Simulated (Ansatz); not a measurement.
**ZrS+ (quartet): the correlation ladder, def2-TZVPP**

An exercise on one series of results from a longer session: the logs are not shown, and one member is left open.

Computed with Ansatz 0.2.0, Gaussian basis. Level: def2-TZVPP, core rule «outside noble gas», up to 9 orbitals frozen.

Plan: UHF; ROHF; CCSD(T) on UHF.

2 further runs of the same task are left out: 2 set aside as unsound or not needed.

## The geometry

The geometry is a PBE0/def2-TZVP stationary point (not a proven minimum) of the parent state, kept for this charge and spin. No spin-orbit coupling is included. Elements past krypton take def2 core potentials.

2 atoms, charge 1, spin multiplicity 4.

Atoms are counted from 1 here; the program's logs count them from 0.

Bond lengths: Zr1–S2 2.183 Å.

The first run:

File in.yaml:

```yaml
crystal:
  periodic: [false, false, false]
  atoms:
    - {symbol: Zr, position_ang: [0.000000, 0.000000, 0.000000]}
    - {symbol: S, position_ang: [0.000000, 0.000000, 2.182917]}
basis:
  gaussian: {orbitals: def2-TZVPP}
total_charge: 1
magnetization: {spin_polarized: true, initial_magnetization: 3}
hamiltonian: {xc: hf}
output: {orbitals: {seedname: orbitals}}
```

Command:

```console
> ansatz run in.yaml --threads 1 --pin off --events-out ev --progress --plain --max-ram 4096MiB --backend cpu
```

Among the steps run: UHF; ROHF; CCSD(T) on UHF.

One of the session's tables, all rows but one given; the rest of the session is left out.

It belongs to the step «Misses and costs». 

```
  method  from UCCSD(T) (meV)
    ROHF              +6134.9
     UHF                    ?
    UMP2               +937.7
   UCCSD               +310.8
UCCSD(T)                    0
```

**Question.** Estimate the row for UHF.

The run gave: from UCCSD(T) (meV): +5902.3. In the column «from UCCSD(T) (meV)» it lies between UMP2 (+937.7) and ROHF (+6134.9).
